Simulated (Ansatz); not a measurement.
What does this script print? It uses the Python package of Ansatz (0.2.0).

The script reads `geh5n.xyz`:
```text
7

N    -0.07180   -1.24910   -0.12600
Ge    0.15550    0.63600   -0.14810
H     0.31210   -1.57210    0.70730
H    -1.07230   -1.34060   -0.01510
H    -0.57250    1.25860   -1.37780
H    -0.39430    1.26710    1.16360
H     1.70470    0.93220   -0.24960
```

Script `tae_geh5n.py`:
```python
'''Atomisation energy of GeH5N at the given geometry.'''

from collections import Counter

import ansatz as az


def total_energy(molecule, charge=0, unpaired=0):
    calc = (
        molecule.calculation()
        .basis(gaussian='def2-SVP')
        .functional('r2SCAN')
    )
    if charge:
        calc = calc.charge(charge)
    if unpaired:
        calc = calc.spin('collinear', total=unpaired)
    report = calc.run(threads=1, pin='off').report
    if report['published_state_doubts']:
        print('  doubts:', report['published_state_doubts'])
    return report['free_energy_ev']


def main() -> None:
    mol = az.Crystal.molecule_from_extxyz('geh5n.xyz')

    # unpaired electrons of the ground-state atoms
    unpaired = {'N': 3, 'Ge': 2, 'H': 1}
    counts = Counter(site.symbol for site in mol.cartesian_sites)
    atom_energy = {s: total_energy(az.Crystal.molecule().atom(s, (0, 0, 0)), 0, unpaired[s]) for s in counts}
    whole = total_energy(mol, 0, 0)
    for s, e in atom_energy.items():
        print(f'{s:2s} x{counts[s]}  {e:14.5f} eV')
    print(f'GeH5N: {whole:.5f} eV')
    split = sum(counts[s] * e for s, e in atom_energy.items()) - whole
    print(f'atomisation energy (no zero-point term): {96.485332 * split:.1f} kJ/mol, {split / sum(counts.values()):.3f} eV an atom')


if __name__ == '__main__':
    main()
```

```console
$ python tae_geh5n.py
N  x1     -1483.43974 eV
Ge x1    -56508.47260 eV
H  x5       -13.58417 eV
GeH5N: -58080.09489 eV
atomisation energy (no zero-point term): 1955.0 kJ/mol, 2.895 eV an atom
```

1955.0 kJ/mol from the electronic energies, without the zero-point term.

Caveats:
- Total energies depend on the basis set; only differences at equal settings carry meaning.
- The geometry is a force-field or estimated start, not a minimum of this method, and the basis set is short of its limit. All parts are taken at fixed geometry, without zero-point energy.
- It ran for 6 s on 1 thread of Arm Neoverse V2, on a shared host, peak memory 0.17 GiB.
